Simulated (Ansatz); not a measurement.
# FH₅MoO₅: a ladder of functionals and wavefunction methods

The task here is to estimate one member of a computed series from the others.

The runs use Ansatz 0.2.0, Gaussian basis; functionals in def2-TZVPP, the program's frozen cores in correlated methods.

Levels to be run: LDA (SPW92), PBE-D4, revPBE-D4, BLYP-D4, r2SCAN-D4, B97M-V, PBE0-D4, B3LYP-D4, r2SCANh-D4, r2SCAN0-D4, HSE06-D4, BHLYP-D4, CAM-B3LYP-D4, LC-ωPBE, ωB97X-V, ωB97M-V, B2PLYP, PBE-QIDH; CCSD(T)/def2-SVP; CCSD(T)/def2-TZVPP; MP2/def2-QZVPP; extrapolation to the limit; RPA on PBE.

**Structure used throughout**

The geometry comes from an earlier relaxation with PBE0-D4 in a triple-zeta def2 set; it is a stationary point, not always the lowest conformer. Mo takes the def2 core potential; no spin-orbit term is included.

SMILES `[OH][Mo]([OH])([OH])([OH])([OH])[F]`, 12 atoms, charge 0, spin multiplicity 1.

Atoms are counted from 1 here; the program's logs count them from 0.

Bond lengths: O1–Mo2 1.847 Å, O1–H8 0.963 Å, Mo2–O3 1.854 Å, Mo2–O4 1.872 Å, Mo2–O5 1.899 Å, Mo2–O6 1.925 Å, Mo2–F7 1.934 Å, O3–H9 0.963 Å, O4–H10 0.963 Å, O5–H11 0.963 Å, O6–H12 0.962 Å. Angles: Mo2–O1–H8 119.5°, O1–Mo2–O3 98.8°, O1–Mo2–O4 154.5°, O1–Mo2–O5 87.8°, O1–Mo2–O6 101.1°, O1–Mo2–F7 79.4°, O3–Mo2–O4 95.5°, O3–Mo2–O5 158.8°, O3–Mo2–O6 77.0°, O3–Mo2–F7 93.0°, O4–Mo2–O5 86.4°, O4–Mo2–O6 102.7°, O4–Mo2–F7 78.9°, O5–Mo2–O6 82.0°, O5–Mo2–F7 108.0°, O6–Mo2–F7 169.9°, Mo2–O3–H9 120.7°, Mo2–O4–H10 116.8° and more.

The first run:

The input, in.yaml:

```yaml
crystal:
  periodic: [false, false, false]
  atoms:
    - {symbol: O, position_ang: [-0.493116, -1.838718, 0.431184]}
    - {symbol: Mo, position_ang: [0.114344, -0.131968, 0.069562]}
    - {symbol: O, position_ang: [0.888942, 0.247104, 1.710989]}
    - {symbol: O, position_ang: [1.089866, 1.147171, -0.887087]}
    - {symbol: O, position_ang: [-1.141791, -0.065648, -1.353454]}
    - {symbol: O, position_ang: [-1.228425, 0.931798, 0.948153]}
    - {symbol: F, position_ang: [1.629171, -1.181567, -0.517317]}
    - {symbol: H, position_ang: [-0.011332, -2.596706, 0.083056]}
    - {symbol: H, position_ang: [0.458577, 0.844871, 2.331401]}
    - {symbol: H, position_ang: [1.897838, 0.846384, -1.315762]}
    - {symbol: H, position_ang: [-1.094732, 0.731009, -1.892368]}
    - {symbol: H, position_ang: [-2.032441, 1.011071, 0.425644]}
basis:
  gaussian: {orbitals: def2-TZVPP}
hamiltonian: {xc: lda}
output: {orbitals: {seedname: orbitals}}
```

On the command line:

```
$ ansatz run in.yaml --threads 2 --pin off --events-out ev --progress --plain --max-ram 32768MiB --backend cuda --devices 0, --max-vram 18GiB
```

Among the steps run: LDA; PBE-D4 (GGA); revPBE-D4 (GGA); BLYP-D4 (GGA); r2SCAN-D4 (meta-GGA); B97M-V (meta-GGA); B3LYP-D4 (hybrid); r2SCANh-D4 (hybrid); r2SCAN0-D4 (hybrid); HSE06-D4 (hybrid); BHLYP-D4 (hybrid); CAM-B3LYP-D4 (range-separated); LC-ωPBE (range-separated); ωB97X-V (range-separated); ωB97M-V (range-separated); B2PLYP (double hybrid); PBE-QIDH (double hybrid).

One of the session's tables, all rows but one given; the rest of the session is left out.

It belongs to the step «Orbital energies across the functionals». 

```
  functional  HOMO (eV)  LUMO (eV)  gap (eV)
 LDA (SPW92)      -7.60      -4.15      3.45
      PBE-D4      -7.37      -3.94      3.44
   revPBE-D4      -7.29      -3.85      3.44
     BLYP-D4      -7.29      -3.88      3.41
   r2SCAN-D4      -7.78      -4.00      3.78
      B97M-V      -7.87      -3.99      3.88
     PBE0-D4      -9.09      -3.37      5.72
    B3LYP-D4      -8.83      -3.60      5.23
  r2SCANh-D4      -8.42      -3.77      4.65
  r2SCAN0-D4      -9.39      -3.40      5.99
    HSE06-D4      -8.68      -3.74      4.94
    BHLYP-D4     -10.76      -2.66      8.10
CAM-B3LYP-D4     -10.59      -2.37      8.22
     LC-ωPBE          ?          ?         ?
     ωB97X-V     -11.57      -1.28     10.29
     ωB97M-V     -11.51      -1.30     10.21
```

**Question.** Estimate the row for LC-ωPBE.

The run gave: HOMO (eV): -11.91; LUMO (eV): -1.22; gap (eV): 10.69. In the column «HOMO (eV)» it is the lowest.
